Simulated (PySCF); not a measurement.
# Os (Os+): the cost of one run

Computed with PySCF 2.14.0 and routines of our own; the level stands in each step. Atoms count from 0.

## (1) The system as given

1 atom, charge 1, states of the metal's open shell are computed; geometry from: free ion.

## (2) Ligand-field states: state-averaged CASSCF

What the job is given:

```
{"job": {"kind": "lf", "basis": {"metal": "x2c-TZVPall", "ligand": "x2c-SVPall"}, "nevpt": true}, "charge": 1, "metal": "Os", "open_shell": "d7"}
Os     0.000000     0.000000     0.000000
```

Level: state-averaged CASSCF of the metal d shell, SC-NEVPT2 on the averaged canonical orbitals, state-interaction spin-orbit coupling.

Run with:

```console
$ OMP_NUM_THREADS=1 python lf_run.py task.json out
```

One launch serves the whole session: the jobs run in the order shown.

Q: Estimate the wall time and peak memory of this first job on 1 thread of Arm Neoverse V2, shared host.

About 7.2 s, with a peak of 0.24 GiB.
